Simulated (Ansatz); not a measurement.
Predict the output of the script below (Ansatz's Python interface).

`run_opt.py`:
```python
'''Minimum-energy structure of CH6N2Si.'''

import itertools

import ansatz as az
from ase.data import atomic_numbers, covalent_radii
import numpy as np

geometry_ang = [
    ('N', (-0.7617, 1.5695, -1.0771)),
    ('C', (-0.1167, 0.5755, -0.5608)),
    ('N', (-0.4571, 0.0851, 0.5677)),
    ('Si', (0.6503, -1.2188, 1.1273)),
    ('H', (-0.909, 1.6244, -2.1136)),
    ('H', (-1.6765, 1.8034, -0.5899)),
    ('H', (0.7419, 0.2437, -1.2099)),
    ('H', (0.5801, -2.2807, 0.0962)),
    ('H', (0.0626, -1.7179, 2.466)),
    ('H', (1.9691, -0.7353, 1.297)),
]
mol = az.Crystal.molecule()
for symbol, xyz in geometry_ang:
    mol = mol.atom(symbol, xyz)

job = (
    mol.calculation()
    .basis(gaussian='cc-pVDZ')  # the orbital basis, by name
    .functional('cam_b3lyp')
)
symbols = [site.symbol for site in mol.cartesian_sites]
start = np.array([site.position_ang for site in mol.cartesian_sites], dtype=float)
def progress(event):
    if event['event'] == 'relax_step':
        row = event['data']
        print(f'step {row["step"]:3d}  E = {row["lagrangian_ev"]:.6f} eV  largest force component {row["allowed_force_max_ev_ang"]:.4f} eV/A')


summary = job.relax(force_tolerance=0.01).session().plan().execute(on_event=progress).report
end = np.array(summary['positions_ang'])

for key in ('converged', 'free_energy_ev', 'reference_energy_ev', 'n_frozen', 'n_occupied', 'n_virtual'):
    print(f'{key:22s} {summary[key]}')

# pairs closer than 1.2 times the sum of covalent radii, before or after
radius = [covalent_radii[atomic_numbers[s]] for s in symbols]
span = lambda where, i, j: np.linalg.norm(where[i] - where[j])
bonded = [(i, j) for i, j in itertools.combinations(range(len(symbols)), 2) if min(span(start, i, j), span(end, i, j)) < 1.2 * (radius[i] + radius[j])]
print('pair        before    after (A)')
for i, j in bonded:
    print(f'{symbols[i]}{i}-{symbols[j]}{j}'.ljust(10), f'{span(start, i, j):8.4f} {span(end, i, j):8.4f}')

charges = summary['charge_distribution']
dipole = np.array(charges['dipole_moment_e_ang']) * 4.803205
print('dipole (D): {:.3f} {:.3f} {:.3f}, length {:.3f}'.format(*dipole, np.linalg.norm(dipole)))
print('atom  Mulliken   Lowdin')
for symbol, m, l in zip(symbols, charges['mulliken_charges_e'], charges['lowdin_charges_e']):
    print(f'{symbol:4s} {m:9.3f} {l:8.3f}')
with open('ch6n2si_opt.xyz', 'w') as handle:
    handle.write(f'{len(symbols)}\nrelaxed CH6N2Si\n')
    handle.writelines(f'{s:2s} {x:11.6f} {y:11.6f} {z:11.6f}\n' for s, (x, y, z) in zip(symbols, end))
```

```console
$ python run_opt.py
step   1  E = -11990.010722 eV  largest force component 4.2721 eV/A
step   2  E = -11990.400302 eV  largest force component 1.4628 eV/A
step   3  E = -11990.459409 eV  largest force component 0.4949 eV/A
step   4  E = -11990.486483 eV  largest force component 0.8758 eV/A
step   5  E = -11990.505129 eV  largest force component 0.6853 eV/A
step   6  E = -11990.523216 eV  largest force component 0.2008 eV/A
step   7  E = -11990.548696 eV  largest force component 0.0876 eV/A
step   8  E = -11990.545793 eV  largest force component 0.5711 eV/A
step   9  E = -11990.556409 eV  largest force component 0.0699 eV/A
step  10  E = -11990.564636 eV  largest force component 0.0319 eV/A
step  11  E = -11990.565719 eV  largest force component 0.2041 eV/A
step  12  E = -11990.567447 eV  largest force component 0.0543 eV/A
step  13  E = -11990.567530 eV  largest force component 0.0288 eV/A
step  14  E = -11990.567546 eV  largest force component 0.0026 eV/A
converged              True
free_energy_ev         -11990.567678198342
reference_energy_ev    -11990.567678198342
n_frozen               0
n_occupied             [20, 20]
n_virtual              [70, 70]
pair        before    after (A)
N0-C1        1.2925   1.3596
N0-H4        1.0484   1.0098
N0-H5        1.0625   1.0134
C1-N2        1.2767   1.2729
C1-H6        1.1263   1.1101
N2-Si3       1.7999   1.7413
Si3-H7       1.4818   1.5056
Si3-H8       1.5449   1.4940
Si3-H9       1.4149   1.4940
dipole (D): -1.310 1.273 -2.785, length 3.330
atom  Mulliken   Lowdin
N       -0.075    0.268
C        0.119   -0.230
N       -0.318    0.039
Si       0.384    0.155
H        0.100    0.001
H        0.102    0.002
H       -0.002   -0.000
H       -0.123   -0.084
H       -0.094   -0.076
H       -0.093   -0.075
```

It writes `ch6n2si_opt.xyz`:
```text
10
relaxed CH6N2Si
N    -0.840378    1.595136   -1.146697
C    -0.254303    0.462835   -0.674457
N    -0.079667    0.237802    0.566208
Si    0.719461   -1.180626    1.184043
H    -1.135831    1.651675   -2.110690
H    -1.271692    2.216428   -0.472257
H     0.069162   -0.215253   -1.491742
H     1.158573   -2.110989    0.084728
H    -0.205942   -1.925397    2.090055
H     1.923618   -0.782709    1.973708
```

Total energies depend on the basis set; only differences at equal settings carry meaning. The end point is the stationary point reached from this start; no frequency run checks that it is a minimum, and the basis set is modest. The Löwdin charges here are taken after orthogonalising the functions within each atom; they differ from plain Löwdin charges, and their signs can be unphysical. Timing: 40 s on 1 thread of Intel(R) Xeon(R) Platinum 8559C (Emerald Rapids), on a shared host, peak memory 0.28 GiB.

(Lines on the test bed's own set-up are left out of the output.)
